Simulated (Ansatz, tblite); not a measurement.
# The cluster In9Sb9: one state, many levels

How do method and basis change the picture of the cluster In9Sb9 (singlet)?

Computed with Ansatz 0.2.0, Gaussian basis. Level: as each input shows.

Plan: GFN1-xTB, GFN2-xTB, PBE-D4/def2-SVP, r2SCAN-D4/def2-SVP, r2SCANh-D4/def2-SVP, r2SCAN-D4/def2-mTZVP, MP2/def2-SVP, RPA/def2-SVP.

6 further runs of the same task are left out: 3 for a known fault of the program, 1 that didn't finish, 2 set aside as unsound or not needed.

### 1 The structure

The geometry is that of the singlet, from an earlier relaxation (PBE-D4/def2-SVP).

18 atoms, charge 0, spin multiplicity 1.

Bond lengths: In1–In3 3.272 Å, In1–Sb10 2.692 Å, In1–Sb11 2.785 Å, In2–Sb11 2.867 Å, In2–Sb12 2.830 Å, In2–Sb13 2.919 Å, In3–Sb10 2.851 Å, In3–Sb12 2.841 Å, In3–Sb15 2.869 Å, In4–In5 3.272 Å, In4–Sb13 2.785 Å, In4–Sb14 2.692 Å, In5–Sb12 2.869 Å, In5–Sb14 2.851 Å, In5–Sb17 2.841 Å, In6–Sb11 2.919 Å, In6–Sb15 2.830 Å, In6–Sb16 2.867 Å and more. Angles: In3–In1–Sb10 56.1°, In3–In1–Sb11 98.5°, Sb10–In1–Sb11 147.8°, Sb11–In2–Sb12 135.4°, Sb11–In2–Sb13 96.7°, Sb12–In2–Sb13 125.7°, In1–In3–Sb10 51.6°, In1–In3–Sb12 110.5°, In1–In3–Sb15 85.7°, Sb10–In3–Sb12 114.2°, Sb10–In3–Sb15 108.2°, Sb12–In3–Sb15 135.5°, In5–In4–Sb13 98.5°, In5–In4–Sb14 56.1°, Sb13–In4–Sb14 147.7°, In4–In5–Sb12 85.7°, In4–In5–Sb14 51.6°, In4–In5–Sb17 110.5° and more.

In, Sb take a core potential in the def2 sets. No spin-orbit coupling is included.

PBE0-D4/def2-SVP was run before; its log isn't repeated, and its numbers join the tables.

### 2 GFN1-xTB

Tight binding, by tblite at 300 K electronic temperature and without a spin-polarisation term:

```python
tblite.interface.Calculator('GFN1-xTB', numbers, positions, charge=0, uhf=0).singlepoint()
```

Energy -998.0853 eV, HOMO -7.85 eV, LUMO -6.82 eV; 0.16 s.

### 3 GFN2-xTB

Tight binding, by tblite at 300 K electronic temperature and without a spin-polarisation term:

```python
tblite.interface.Calculator('GFN2-xTB', numbers, positions, charge=0, uhf=0).singlepoint()
```

Energy -851.8933 eV, HOMO -8.59 eV, LUMO -7.86 eV; 0.55 s.

### 4 PBE-D4/def2-SVP

start.molden holds the orbitals of an earlier run on this state, given as this run's starting guess.

The input, in.yaml:

```yaml
crystal:
  periodic: [false, false, false]
  atoms:
    - {symbol: In, position_ang: [0.464318, -4.414452, -0.860616]}
    - {symbol: In, position_ang: [-1.881413, -1.125211, -1.151672]}
    - {symbol: In, position_ang: [-0.172544, -2.573863, 1.768294]}
    - {symbol: In, position_ang: [-4.056331, 1.804298, -0.861381]}
    - {symbol: In, position_ang: [-2.141906, 1.438610, 1.766857]}
    - {symbol: In, position_ang: [1.915502, -1.068119, -1.154637]}
    - {symbol: In, position_ang: [-0.034795, 2.191431, -1.155948]}
    - {symbol: In, position_ang: [2.316268, 1.138390, 1.763326]}
    - {symbol: In, position_ang: [3.591842, 2.607383, -0.866963]}
    - {symbol: Sb, position_ang: [-0.203261, -5.415687, 1.547552]}
    - {symbol: Sb, position_ang: [-0.002771, -2.498442, -2.826771]}
    - {symbol: Sb, position_ang: [-2.730749, -1.360203, 1.537459]}
    - {symbol: Sb, position_ang: [-2.164713, 1.247863, -2.827891]}
    - {symbol: Sb, position_ang: [-4.587131, 2.887195, 1.545311]}
    - {symbol: Sb, position_ang: [2.545189, -1.683902, 1.534571]}
    - {symbol: Sb, position_ang: [2.161496, 1.245629, -2.830225]}
    - {symbol: Sb, position_ang: [0.187529, 3.047716, 1.531931]}
    - {symbol: Sb, position_ang: [4.793472, 2.531354, 1.540793]}
basis:
  gaussian: {orbitals: def2-SVP, fitting: {mean_field: def2-universal-jkfit}, initial_orbitals: start.molden}
hamiltonian: {xc: pbe, dispersion: d4}
scf: {omitted_lower_state_checks: [starts]}
output: {forces: true, orbitals: {seedname: orbitals}}
```

Command:

```console
ansatz run in.yaml --threads 2 --pin off --events-out ev --progress --plain --max-ram 32768MiB --backend cuda --devices 0, --max-vram 18GiB
```

The runs that follow: r2SCAN-D4/def2-SVP; r2SCANh-D4/def2-SVP; r2SCAN-D4/def2-mTZVP; MP2/def2-SVP; RPA/def2-SVP.

**Question.** What will the summary of the whole plan be? Wanted: gap in def2-SVP, named functionals, smallest and largest; correlation energy, MP2/def2-SVP; binding an atom, functionals in def2-SVP.

The runs gave:

| quantity | value |
| --- | --- |
| gap in def2-SVP, named functionals, smallest and largest | 0.31 eV (PBE-D4), 1.12 eV (PBE0-D4) |
| correlation energy, MP2/def2-SVP | -50.34 eV |
| binding an atom, functionals in def2-SVP | 2.03 (r2SCANh-D4) to 2.22 eV (PBE-D4) |

In words: Orbital gaps of the named functionals in def2-SVP span 0.31 eV (PBE-D4) to 1.12 eV (PBE0-D4); exact exchange widens it.
